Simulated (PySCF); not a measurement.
# RuCl2: relaxation and vibrations of the quintet

Aim: relax RuCl2 as a quintet from a linear start, check by its vibrations whether the end is a minimum, and collect its spectrum and constants.

The runs use PySCF 2.14.0; PBE0, basis Ru def2-TZVP with ECP28, Cl def2-TZVP, scalar-relativistic core potentials, no spin–orbit coupling, density fitting.

## 1. The starting structure

3 atoms, charge 0, spin multiplicity 5.

Bond lengths: Ru1–Cl2 2.240 Å, Ru1–Cl3 2.240 Å. Angles: Cl2–Ru1–Cl3 180.0°.

Z-matrix (Å, degrees; charge 0 multiplicity 5):
```
Ru
Cl 1 2.2400
Cl 1 2.2400 2 180.00
```

## 2. The SCF at the typed geometry

The steps below are one call of a driver around PySCF. For each, scf.py gives the equivalent set-up of the SCF; relaxations use the driver's own optimiser. After this first run the driver tries any further starts and a stability analysis.

The input, scf.py:

```python
from pyscf import gto, scf, dft
mol = gto.M(atom='''
Ru     0.000000     0.000000     0.000000
Cl     0.000000     0.000000     2.240000
Cl     0.000000     0.000000    -2.240000''',
    basis={'Ru': 'def2-TZVP', 'Cl': 'def2-TZVP'},
    ecp={'Ru': 'def2-TZVP'},
    charge=0, spin=4)
mf = dft.UKS(mol, xc='PBE0')
mf.grids.atom_grid = (50, 194)
aux = {'Ru': 'def2-universal-JKFIT', 'Cl': 'def2-universal-JKFIT'}
mf = mf.density_fit(auxbasis=aux)
mf.conv_tol = 1e-08
mf.diis_space = 10
mf.max_cycle = 60
mf.init_guess = 'minao'
mf.verbose = 4
mf.kernel()
```

Run with:

```sh
OMP_NUM_THREADS=4 python axn.py task.json out
```

The log of the run:

```text
init E= -1007.19563737925
[... the frontier-level lines of each cycle are left out ...]
cycle= 1 E= -1013.61196615797  delta_E= -6.42  |g|= 1.69  |ddm|= 3.03
cycle= 2 E= -1003.53037892746  delta_E= 10.1  |g|= 3.28  |ddm|= 11.3
cycle= 3 E= -1014.1044335721  delta_E= -10.6  |g|= 1.23  |ddm|= 11.2
cycle= 4 E= -1014.96146873922  delta_E= -0.857  |g|= 0.44  |ddm|= 1.08
cycle= 5 E= -1015.04179235901  delta_E= -0.0803  |g|= 0.254  |ddm|= 0.422
cycle= 6 E= -1015.06248726621  delta_E= -0.0207  |g|= 0.148  |ddm|= 0.15
cycle= 7 E= -1015.07262159509  delta_E= -0.0101  |g|= 0.0487  |ddm|= 0.113
cycle= 8 E= -1015.07386509031  delta_E= -0.00124  |g|= 0.0133  |ddm|= 0.0426
cycle= 9 E= -1015.07395903644  delta_E= -9.39e-05  |g|= 0.000821  |ddm|= 0.0116
cycle= 10 E= -1015.07395987698  delta_E= -8.41e-07  |g|= 0.000297  |ddm|= 0.00149
cycle= 11 E= -1015.07396011083  delta_E= -2.34e-07  |g|= 0.00012  |ddm|= 0.000924
cycle= 12 E= -1015.07396021604  delta_E= -1.05e-07  |g|= 6.94e-05  |ddm|= 0.000753
cycle= 13 E= -1015.07396027455  delta_E= -5.85e-08  |g|= 3.25e-05  |ddm|= 0.00077
cycle= 14 E= -1015.07396029162  delta_E= -1.71e-08  |g|= 1.6e-05  |ddm|= 0.000516
cycle= 15 E= -1015.07396029459  delta_E= -2.97e-09  |g|= 1.54e-05  |ddm|= 9.59e-05
Extra cycle  E= -1015.07396029673  delta_E= -2.14e-09  |g|= 1.54e-05  |ddm|= 6.15e-05
converged SCF energy = -1015.07396029673  <S^2> = 6.0091343  2S+1 = 5.0036524
```

This step, with its further starts and checks, ran for 9.9 s (4 threads of Arm Neoverse V2, shared host).

Energies from each starting density:

```
                      start   energy (Eh)
    the minimal-basis guess  -1015.073960
a thermally smeared density  -1015.073959
      a smeared PBE density  -1015.073959
```

The test of internal stability and the other starts found no lower solution of this spin.

## 3. Relaxing the quintet from the linear start

The program finds D∞h symmetry in the start, which this walk keeps.

Edit scf.py of step 2 so:

```diff
@@ -16 +15,0 @@
-mf.init_guess = 'minao'
```

The optimiser's trace:

```
step   energy (Eh)  change (kJ/mol)  largest symmetric gradient (Eh/bohr)
   0  -1015.073960             0.00                               0.00301
   1  -1015.074014            -0.14                               0.00067
   2  -1015.074017            -0.15                               0.00001
```

The walk took 4.5 s.

Geometry (Å) and forces (eV/Å) at some steps:

```
step 0
Ru   0.000   0.000   0.000   0.000   0.000   0.000
Cl   0.000   0.000   2.240   0.000   0.000  -0.155
Cl   0.000   0.000  -2.240   0.000   0.000   0.155
step 1
Ru   0.000   0.000   0.000   0.000   0.000   0.000
Cl   0.000   0.000   2.233   0.000   0.000  -0.035
Cl   0.000   0.000  -2.233   0.000   0.000   0.035
step 2
Ru   0.000   0.000   0.000   0.000   0.000   0.000
Cl   0.000   0.000   2.230   0.000   0.000   0.001
Cl   0.000   0.000  -2.230   0.000   0.000  -0.001
```

End point (D∞h, 2 steps, 0.1 kJ/mol gained): Ru–Cl 2.230 Å (×2); Cl–Ru–Cl 180.0°.

## 4. Vibrations and properties at this point

The point is checked on the finer grid, and tightened if its gradient asks for it. The Hessian and the dipole derivatives come from central differences of analytic gradients, with steps of 0.02 bohr.

Edit scf.py of step 3 so:

```diff
@@ -4,2 +4,2 @@
-Cl     0.000000     0.000000     2.240000
-Cl     0.000000     0.000000    -2.240000''',
+Cl     0.000000    -0.000000     2.230423
+Cl    -0.000000     0.000000    -2.230423''',
@@ -10 +10 @@
-mf.grids.atom_grid = (50, 194)
+mf.grids.atom_grid = (75, 302)
@@ -13 +13 @@
-mf.conv_tol = 1e-08
+mf.conv_tol = 1e-10
```

The driver hands on the density of the step before, so the log starts near convergence.

SCF at the final geometry:

```text
init E= -1015.07402101188
[... the frontier-level lines of each cycle are left out ...]
cycle= 1 E= -1015.07402101185  delta_E= 3.43e-11  |g|= 1.12e-05  |ddm|= 1.26e-05
cycle= 2 E= -1015.07402101165  delta_E= 2.03e-10  |g|= 2.42e-05  |ddm|= 2.56e-05
cycle= 3 E= -1015.07402101192  delta_E= -2.79e-10  |g|= 1.15e-06  |ddm|= 1.73e-05
cycle= 4 E= -1015.07402101193  delta_E= -4.77e-12  |g|= 1.13e-06  |ddm|= 2.47e-06
Extra cycle  E= -1015.07402101194  delta_E= -1.16e-11  |g|= 1.12e-06  |ddm|= 4.48e-06
converged SCF energy = -1015.07402101194  <S^2> = 6.0090647  2S+1 = 5.0036246
```

The whole step took 18 s.

Geometry: D∞h; Ru–Cl 2.230 Å (×2); Cl–Ru–Cl 180.0°.

Harmonic modes (main isotopes):

```json
{"ω (cm⁻¹)": "65", "IR (km/mol)": "7.4", "type": "bend"}
{"ω (cm⁻¹)": "65", "IR (km/mol)": "7.4", "type": "bend"}
{"ω (cm⁻¹)": "359", "IR (km/mol)": "0.0", "type": "stretch"}
{"ω (cm⁻¹)": "427", "IR (km/mol)": "160", "type": "stretch"}
```

Every mode is real; the point is a minimum.

The SCF density has lower symmetry than the nuclear frame, so the modes carry no labels; pairs that should be degenerate can split.

Properties at this point:

```yaml
Dipole_moment: 0.00 D
Highest_occupied_level: -7.90 eV
Lowest_empty_level: -4.18 eV
Rotational_constants: 0.04845 cm⁻¹
Zero-point_energy: 5.5 kJ/mol
Principal_polarisabilities: 38.8, 38.8, 99.6 bohr³
Atomisation_energy_without_zero-point_energy: 748 kJ/mol
Principal_traceless_quadrupole_moments_about_the_centre_of_mass: -10.44, 5.22, 5.22 D Å
Entropy_at_298.15_K_and_1_bar_electronic_part_spin_only: 302.7 J/(mol K)
Heat_capacity_Cp_at_298.15_K: 58.0 J/(mol K)
Enthalpy_at_298.15_K_above_0_K: 14.56 kJ/mol
Rotational_symmetry_number: 2
Spin_squared_⟨S²⟩: 6.009
```

Populations by atom (charges in e):

```csv
atom,Mulliken,Löwdin,polar tensor,spin (Mulliken),Mayer order to Ru1
Ru1,0.78,0.07,1.24,3.57,–
"Cl2,3",-0.39,-0.03,-0.62,0.21,1.04
```

Mulliken populations on Ru1 (outside its core potential): s 2.50, p 6.23, d 6.48, f 0.01.

## 5. Summary of results

| quantity | value |
| --- | --- |
| minimum | quintet, D∞h |
| geometry | Ru–Cl 2.230 Å (×2); Cl–Ru–Cl 180.0° |
| wavenumbers (cm⁻¹) | 65, 65, 359, 427 |
| dipole moment | 0.00 D |
| highest occupied, lowest empty level (either spin) | -7.90, -4.18 eV |
| polar-tensor charge of Ru1 | +1.24 e |
| zero-point energy | 5.5 kJ/mol |
| entropy at 298.15 K | 302.7 J/(mol K) |
| atomisation energy (no zero-point energy) | 748 kJ/mol |
| ⟨S²⟩ | 6.009 |

**Reading.** The linear start keeps its D∞h symmetry and ends in a minimum. In the infrared the band at 427 cm⁻¹ (stretch) leads. The dipole vanishes although Ru1 carries +1.2 e by the polar tensor: the bond dipoles cancel. Most of the spin sits on Ru1 (Mulliken spin 3.57, against 4 for the whole molecule). Only this shape and spin were tried, so other structures or states may lie lower. The SCF density has lower symmetry than the nuclear frame. One determinant may miss the lowest occupation of an open d or f shell.

The search up to here took 32 s.
